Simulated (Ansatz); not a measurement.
# SiGeH₃+ (triplet): wave-function methods side by side, cc-pVDZ

The task here is to estimate one member of a computed series from the others.

Computed with Ansatz 0.2.0, Gaussian basis. Level: cc-pVDZ, core rule «outside noble gas», up to 19 orbitals frozen.

To be run: UHF; CCSD(T) on ROHF; CCSD(T) on UHF; BCCD(T) on ROHF; CISD; CCSDT(Q) on ROHF; CCSDT(Q) on UHF.

20 further runs of the same task are left out: 5 that didn't finish, 15 set aside as unsound or not needed.

## The geometry

The geometry is a PBE0/def2-TZVP stationary point (not a proven minimum) of the parent state, kept for this charge and spin. No spin-orbit coupling is included. The filled d shell of Ge may be among the frozen orbitals whatever the setting's name suggests; the logs give the count.

5 atoms, charge 1, spin multiplicity 3.

Atoms are counted from 1 here; the program's logs count them from 0.

Bond lengths: Si1–Ge2 2.323 Å, Si1–H3 1.524 Å, Ge2–H4 1.547 Å, Ge2–H5 1.546 Å. Angles: Ge2–Si1–H3 89.7°, Si1–Ge2–H4 127.4°, Si1–Ge2–H5 123.9°, H4–Ge2–H5 106.5°.

Coordinates:

```xyz
5
GeH3Si
Si   -0.02914    0.09110    1.68634
Ge    0.01287   -0.01556   -0.63358
H     0.23411   -1.40902    1.75233
H    -0.32665   -1.23356   -1.52563
H    -0.02289    1.22573   -1.55439
```

The first run:

in.yaml reads:

```yaml
crystal:
  periodic: [false, false, false]
  atoms:
    - {symbol: Si, position_ang: [-0.029136, 0.091097, 1.686343]}
    - {symbol: Ge, position_ang: [0.012867, -0.015562, -0.633584]}
    - {symbol: H, position_ang: [0.234107, -1.409018, 1.752329]}
    - {symbol: H, position_ang: [-0.326649, -1.233564, -1.525626]}
    - {symbol: H, position_ang: [-0.022892, 1.225734, -1.554392]}
basis:
  gaussian: {orbitals: cc-pVDZ}
total_charge: 1
magnetization: {spin_polarized: true, initial_magnetization: 2}
hamiltonian: {xc: hf}
output: {orbitals: {seedname: orbitals}}
```

The run is started by

```
$ ansatz run in.yaml --threads 1 --pin off --events-out ev --progress --plain --max-ram 2393MiB
```

Steps of the session up to this table: UHF; CCSD(T) on ROHF; CCSD(T) on UHF; BCCD(T) on ROHF; CISD; CCSDT(Q) on ROHF; CCSDT(Q) on UHF.

One table of the session follows, with a row left open; its other results are not shown here.

```
   method  from UCCSDT(Q) (meV)
     ROHF               +5108.6
      UHF               +5044.7
     RMP2               +1249.1
     UMP2                     ?
     CISD                +561.2
    RCCSD                +208.8
    UCCSD                +205.8
 RCCSD(T)                 +54.0
 UCCSD(T)                 +52.8
  BCCD(T)                 +50.8
   RCCSDT                  +9.4
   UCCSDT                  +8.0
RCCSDT(Q)                  +1.6
UCCSDT(Q)                     0
```

Q: Estimate the row for UMP2 from the others.

As computed: from UCCSDT(Q) (meV): +1249.6. In the column «from UCCSDT(Q) (meV)» it lies between RMP2 (+1249.1) and UHF (+5044.7).

To keep in mind: Restricted and unrestricted rows rest on different reference determinants; where their highest levels disagree by more than a few hundredths of an eV, they describe different states and don't form one ladder.
